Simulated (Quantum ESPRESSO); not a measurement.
Set up this calculation in Quantum ESPRESSO 7.5, as an ASE script.

- Task: single point
- Functional: PBE
- Potentials or basis: SG15 PBE 1.2
- Cutoff: 952 eV
- Density cutoff: 3810 eV
- k mesh: 6 × 6 × 6
- Occupations: gaussian, width 0.2 eV
- Spin: no spin polarisation
- Mixing beta: 0.5
- Most SCF iterations: 120
- SCF threshold: 1e-09 Ry

The structure of ZnGa3Bi lies in ZnGa3Bi.xyz:

```xyz
5
Lattice="4.7113867100 0.0000000000 0.0000000000 0.0000000000 4.7113867100 0.0000000000 0.0000000000 0.0000000000 4.7113867100" Properties=species:S:1:pos:R:3 pbc="T T T"
Zn     2.3556933550      2.3556933550      2.3556933550
Ga     2.3556933550      2.3556933550      0.0000000000
Ga     0.0000000000      2.3556933550      2.3556933550
Ga     2.3556933550      0.0000000000      2.3556933550
Bi     0.0000000000      0.0000000000      0.0000000000
```

The cell was built by a generator and needn't be a form met in nature.

One way to write it, as run:

run.py

```python
import numpy as np
from ase.calculators.espresso import Espresso, EspressoProfile
from ase.io import read

atoms = read('ZnGa3Bi.xyz')

input_data = {
    'control': {'calculation': 'scf', 'prefix': 'pwscf', 'outdir': './tmp', 'tprnfor': True, 'tstress': True, 'disk_io': 'nowf'},
    'system': {'ecutwfc': 70.0, 'nbnd': 49, 'occupations': 'smearing', 'smearing': 'gaussian', 'degauss': 0.01469973},
    'electrons': {'conv_thr': 1e-09, 'electron_maxstep': 120, 'mixing_beta': 0.5},
}
pseudopotentials = {'Bi': 'Bi_ONCV_PBE-1.2.upf', 'Ga': 'Ga_ONCV_PBE-1.2.upf', 'Zn': 'Zn_ONCV_PBE-1.2.upf'}
profile = EspressoProfile(command='pw.x', pseudo_dir='pseudo')
dft = Espresso(profile=profile, input_data=input_data, pseudopotentials=pseudopotentials, kpts=(6, 6, 6), koffset=(0, 0, 0))
atoms.calc = dft

print(f'energy {atoms.get_potential_energy():.8f} eV')
print('forces (eV/A)')
print(np.round(atoms.get_forces(), 6))
print('stress (eV/A^3, Voigt)')
print(np.round(atoms.get_stress(), 8))
print(f'Fermi level {dft.get_fermi_level():.4f} eV')
```

Potentials or basis: SG15 PBE 1.2.

The run is started by

```console
$ OMP_NUM_THREADS=1 python run.py
```

Results of the run:

```json
{"Band gap on the k mesh": "none (metal or under the smearing width)"}
```

Caveat: spin-orbit coupling is left out, which moves the levels of the heavy elements.

Run time: 100 s on 1 thread of AMD EPYC 7R43 64-Core Processor (Zen 3), on a shared host, peak memory 0.23 GiB.
